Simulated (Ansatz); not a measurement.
**CH6AlFSi (SMILES C[SiH2][AlH][F]) at HSE06/6-31G(d) (spherical functions)**

What is the vertical ionisation energy of CH6AlFSi at HSE06/6-31G* (spherical functions)? 

The results are computed with Ansatz 0.2.0.

128 further runs of the same task are left out: 128 set aside as unsound or not needed.

## Step 1: The molecule

CH6AlFSi: 10 atoms, total charge 0, spin state singlet. SMILES: `C[SiH2][AlH][F]`. The coordinates come from a PBE0-D4/def2-TZVP relaxation. This is one conformer, not always the lowest.

Bond lengths: C1–Si2 1.882 Å, Si2–Al3 2.453 Å, Al3–F4 1.655 Å, C1–H5 1.092 Å, C1–H6 1.092 Å, C1–H7 1.092 Å, Si2–H8 1.493 Å, Si2–H9 1.493 Å, Al3–H10 1.586 Å. Some angles: C1–Si2–Al3 113.1°, Si2–Al3–F4 117.3°, C1–Si2–H8 109.7°, C1–Si2–H9 109.6°, Al3–Si2–H8 109.0°, Al3–Si2–H9 108.9°, Si2–C1–H5 110.6°, Si2–C1–H6 111.0°, Si2–C1–H7 111.0°, Si2–Al3–H10 127.4°.

## Step 2: A single-point energy at HSE06/6-31G(d) (spherical functions)

run.yaml reads:

```yaml
basis:
  gaussian: {orbitals: 6-31G_st_-spherical.json}
crystal:
  periodic: [false, false, false]
  atoms:
    - symbol: C
      position_ang: [0.209300, 1.522100, -0.549700]
    - symbol: Si
      position_ang: [-0.487300, 0.185700, 0.578100]
    - symbol: Al
      position_ang: [0.320500, -2.061900, 0.018500]
    - symbol: F
      position_ang: [-0.271300, -3.324400, 0.910100]
    - symbol: H
      position_ang: [-0.171000, 2.504900, -0.262800]
    - symbol: H
      position_ang: [-0.069900, 1.340800, -1.589900]
    - symbol: H
      position_ang: [1.299800, 1.551100, -0.495300]
    - symbol: H
      position_ang: [-1.978700, 0.198000, 0.509600]
    - symbol: H
      position_ang: [-0.129200, 0.490400, 1.995500]
    - symbol: H
      position_ang: [1.361100, -2.457900, -1.111000]
hamiltonian: {xc: hse06}
accuracy: high
output: {orbitals: {seedname: orbitals}}
```

The basis set 6-31G* is read from a file made from the Basis Set Exchange's data (not shown).

Started as:

```console
$ ansatz run run.yaml --threads 1 --pin off --max-ram 3480MiB --events-out events.jsonl --progress --plain --runs-dir runs
```

Standard output:

```text
Warning: RAYON_NUM_THREADS=1 ignored (pool sized by the plan → 1); use --threads N
Functional definition: HSE06
  name "HSE06"
  parameter a = 0.25
  parameter omega = 0.11/bohr
  exchange = pbe_x - a*pbe_x_sr(omega) + a*exact_x_sr(omega)
  correlation = pbe_c
1733 factors; integrals over basis functions are off by at most 7.2e-9 eV
119 factors; integrals over basis functions are off by at most 1.1e-9 eV
mean field evaluation 1: about -18310.5825 eV, gradient 5.1e1 eV
mean field evaluation 2: about -18304.4384 eV, gradient 7.6e1 eV
mean field evaluation 4: about -18315.8364 eV, gradient 3.1e0 eV
mean field evaluation 8: about -18316.0530 eV, gradient 1.8e-1 eV
mean field evaluation 16: about -18316.0531 eV, gradient 7.3e-6 eV
mean field -18316.05307889 eV, -673.1025355826 hartree, gradient 1.7e-8 eV, S^2 0.000000; 0 other end points of the search recorded, 0 dependent functions left out
reference -18316.05308349 eV, -673.1025357516 hartree; 24, 24 occupied and 52, 52 virtual orbitals, 1733 factors
Total energy: -18316.05308349 eV, -673.1025357516 hartree
```

Run time: 9.3 s. Hardware: 1 thread of Arm Neoverse V1, shared host; peak memory 0.26 GiB.

## Step 3: The doublet cation at the same level

in.yaml reads:

```yaml
crystal:
  periodic: [false, false, false]
  atoms:
    - {symbol: C, position_ang: [0.209300, 1.522100, -0.549700]}
    - {symbol: Si, position_ang: [-0.487300, 0.185700, 0.578100]}
    - {symbol: Al, position_ang: [0.320500, -2.061900, 0.018500]}
    - {symbol: F, position_ang: [-0.271300, -3.324400, 0.910100]}
    - {symbol: H, position_ang: [-0.171000, 2.504900, -0.262800]}
    - {symbol: H, position_ang: [-0.069900, 1.340800, -1.589900]}
    - {symbol: H, position_ang: [1.299800, 1.551100, -0.495300]}
    - {symbol: H, position_ang: [-1.978700, 0.198000, 0.509600]}
    - {symbol: H, position_ang: [-0.129200, 0.490400, 1.995500]}
    - {symbol: H, position_ang: [1.361100, -2.457900, -1.111000]}
basis:
  gaussian: {orbitals: 6-31G_st_-spherical.json}
total_charge: 1
magnetization: {spin_polarized: true, initial_magnetization: 1}
hamiltonian: {xc: hse06}
accuracy: high
output: {orbitals: {seedname: orbitals}}
```

The basis set 6-31G* is read from a file made from the Basis Set Exchange's data (not shown).

Started as:

```console
$ ansatz run in.yaml --threads 1 --pin off --max-ram 3480MiB --events-out events.jsonl --progress --plain --runs-dir runs
```

Standard output:

```text
Warning: RAYON_NUM_THREADS=1 ignored (pool sized by the plan → 1); use --threads N
Functional definition: HSE06
  name "HSE06"
  parameter a = 0.25
  parameter omega = 0.11/bohr
  exchange = pbe_x - a*pbe_x_sr(omega) + a*exact_x_sr(omega)
  correlation = pbe_c
1733 factors; integrals over basis functions are off by at most 7.2e-9 eV
119 factors; integrals over basis functions are off by at most 1.1e-9 eV
mean field evaluation 1: about -18293.8366 eV, gradient 5.6e1 eV
mean field evaluation 2: about -18216.3884 eV, gradient 1.4e2 eV
mean field evaluation 4: about -18305.4799 eV, gradient 1.2e1 eV
mean field evaluation 8: about -18306.5665 eV, gradient 2.4e-1 eV
mean field evaluation 16: about -18306.5670 eV, gradient 1.5e-3 eV
mean field -18306.56704336 eV, -672.7539302067 hartree, gradient 1.6e-8 eV, S^2 0.757755; 0 other end points of the search recorded, 0 dependent functions left out
reference -18306.56704807 eV, -672.7539303798 hartree; 24, 23 occupied and 52, 53 virtual orbitals, 1733 factors
Total energy: -18306.56704807 eV, -672.7539303798 hartree
```

It took 18 s on 1 thread of Arm Neoverse V1, shared host; peak memory 0.39 GiB.

## Step 4: Outcome

Level: HSE06/6-31G* (spherical functions).

| quantity | value |
| --- | --- |
| singlet CH6AlFSi: total energy | -673.10254 Eh |
| singlet CH6AlFSi: HOMO energy | -7.01 eV |
| singlet CH6AlFSi: LUMO energy | -1.79 eV |
| singlet CH6AlFSi: HOMO–LUMO gap | 5.23 eV |
| doublet cation: total energy | -672.75393 Eh |
| doublet cation: HOMO energy (highest over α and β) | -14.10 eV |
| doublet cation: LUMO energy (lowest over α and β) | -11.91 eV |
| doublet cation: ⟨S²⟩ | 0.758 |
| vertical ionisation energy (to the doublet cation) | 9.486 eV |

**Reading.** Removing an electron at fixed nuclei costs 9.49 eV (915 kJ/mol). The negative HOMO energy of the first species, 7.01 eV, lies 2.47 eV below that difference.
